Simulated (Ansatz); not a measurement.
Sb: projected density of states with PBE

Sb, a sheet with vacuum:

```
Sb
1.0
     3.23056    0.00000    0.00000
     0.00000    3.10980    0.00000
     0.00000    0.00000   31.36000
Sb
2
Direct
  0.00000 0.00000 0.24638
  0.50000 0.00000 0.32760
```

The cell was built by a generator and needn't be a form met in nature.

```
Program             : Ansatz 0.2.0
Task                : projected density of states
Functional          : PBE
Potentials or basis : all-electron LAPW, scalar-relativistic
Cutoff              : 192 eV (chosen from the basis error)
Basis error allowed : 0.002 eV/atom
k mesh              : 8 × 9 × 1
Occupations         : fermi-dirac, width 0.05 eV
Spin                : no spin polarisation
```

The largest force is 0.052 eV/Å, the band gap along the path is none (metal or under the smearing width) and the work function is 3.88 eV.

Forces on the atoms (eV/Å):
```
Sb   0.000  0.000 -0.052
Sb   0.000  0.000  0.052
```

Stress tensor (GPa, compression positive):
```
0.65 0.00 0.00
0.00 0.11 0.00
0.00 0.00 0.07
```

Levels at the corners of the path, in eV from the Fermi level:
```tsv
point	band 20	band 21	band 22	band 23	band 24	band 25	band 26	band 27
Γ	-9.97	-3.98	0.54	1.90	3.15	3.34	3.81	3.95
X	-7.43	-5.55	-3.56	-1.88	3.20	3.57	3.79	5.97
S	-6.88	-3.00	-3.00	-2.68	-2.68	1.90	1.90	3.08
Y	-9.39	-4.74	-4.74	-0.20	-0.20	5.30	5.30	5.75
Γ	-9.97	-3.98	0.54	1.90	3.15	3.34	3.81	3.95
Z	-9.97	-3.98	0.54	1.90	3.15	3.34	3.78	4.06
U	-7.43	-5.55	-3.56	-1.88	3.20	3.57	3.79	5.97
R	-6.88	-3.00	-3.00	-2.68	-2.68	1.90	1.90	3.08
```

States per cell in windows of 0.5 eV (zero at the Fermi level; states under -8 eV left out):
```csv
from (eV),total,Sb1 5p,Sb2 5p,Sb1 5s,Sb2 5s,Sb1 4s,Sb2 4s
-8.0,0.34,0.03,0.03,0.14,0.14,0.00,0.00
-7.5,0.30,0.02,0.02,0.13,0.13,0.00,0.00
-7.0,0.19,0.01,0.01,0.08,0.08,0.00,0.00
-6.5,0.04,0.00,0.00,0.02,0.02,0.00,0.00
-6.0,0.00,0.00,0.00,0.00,0.00,0.00,0.00
-5.5,0.07,0.03,0.03,0.00,0.00,0.00,0.00
-5.0,0.23,0.11,0.11,0.00,0.00,0.00,0.00
-4.5,0.36,0.17,0.17,0.01,0.01,0.00,0.00
-4.0,0.65,0.30,0.30,0.02,0.02,0.00,0.00
-3.5,1.00,0.46,0.46,0.03,0.03,0.00,0.00
-3.0,0.78,0.36,0.36,0.02,0.02,0.00,0.00
-2.5,0.51,0.23,0.23,0.02,0.02,0.00,0.00
-2.0,0.61,0.27,0.27,0.03,0.03,0.00,0.00
-1.5,0.59,0.26,0.26,0.03,0.03,0.00,0.00
-1.0,0.63,0.28,0.28,0.03,0.03,0.00,0.00
-0.5,0.53,0.24,0.24,0.02,0.02,0.00,0.00
0.0,0.53,0.23,0.23,0.02,0.02,0.00,0.00
0.5,0.59,0.27,0.27,0.02,0.02,0.00,0.00
1.0,0.93,0.41,0.41,0.03,0.03,0.00,0.00
1.5,0.74,0.33,0.33,0.02,0.02,0.00,0.00
2.0,0.68,0.30,0.30,0.02,0.02,0.00,0.00
2.5,0.62,0.27,0.27,0.01,0.01,0.00,0.00
3.0,0.74,0.26,0.26,0.01,0.01,0.00,0.00
3.5,0.98,0.20,0.20,0.01,0.01,0.00,0.00
4.0,1.06,0.10,0.10,0.00,0.00,0.00,0.00
4.5,1.26,0.10,0.10,0.00,0.00,0.00,0.00
5.0,0.91,0.04,0.04,0.00,0.00,0.00,0.00
5.5,0.83,0.04,0.04,0.00,0.00,0.00,0.00
```

Run time: 50 s on 4 threads of Intel(R) Xeon(R) Processor @ 2.50GHz (Skylake/Cascade Lake), on a shared host, peak memory 0.64 GiB.

Caveat: spin-orbit coupling is left out, which moves the levels of the heavy elements; the density of states is complete only up to the lowest level of the last band computed.
